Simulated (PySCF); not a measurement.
# C4H10O2S: the cost of one run

The runs use PySCF 2.14.0, with density-fitted response routines of our own; the level of theory stands in each step. All values are computed, except where a source is named. Atoms count from 0, in the outputs and in this text.

### Step 1. The molecule as given

17 atoms, charge 0, multiplicity 1; geometry from: GFN2-xTB. The atoms were then displaced at random by about 0.01 Å, so the start is not that level's minimum.

Bonds of the start (Å): C0–C1 1.48, C1–C2 1.52, C1–S3 1.87, S3–C4 1.81, S3–O5 1.43, S3–O6 1.44, C0–H7 1.11, C0–H8 1.07, C0–H9 1.11, C1–H10 1.10, C2–H11 1.08, C2–H12 1.07, C2–H13 1.09, C4–H14 1.09, C4–H15 1.09, C4–H16 1.06.

### Step 2. Geometry optimisation at PBE0-D3(BJ)/def2-TZVP

What the job is given:

```
{"job": {"xc": "PBE0", "basis": "def2-TZVP", "d3": "d3bj", "grid": 2, "shake": 0.01, "kind": "geom"}, "charge": 0, "multiplicity": 1}
C     -1.391660     1.363680    -0.421380
C     -0.657580     0.286340     0.287070
C     -1.177520    -1.098500    -0.046560
S      1.110140     0.432250    -0.316130
C      2.024930    -0.824280     0.607470
O      1.582620     1.729210     0.050210
O      1.121950     0.066980    -1.703890
H     -0.927740     2.354570    -0.228290
H     -1.379800     1.215690    -1.478760
H     -2.453550     1.420520    -0.091790
H     -0.610940     0.475130     1.370100
H     -0.923940    -1.313700    -1.072480
H     -0.717480    -1.839300     0.581150
H     -2.251560    -1.152210     0.110950
H      1.805740    -0.703940     1.670830
H      3.075150    -0.611180     0.432270
H      1.754720    -1.789420     0.259410
```

Run with:

```
> OMP_NUM_THREADS=2 python probes_run.py task.json out
```

This one command runs all jobs of the session in turn.

**Question.** How long does this first job take on 2 threads of Intel Xeon at 2.50GHz, shared host, and how much memory does it need?

About 8.7 min, with a peak of 1.8 GiB.
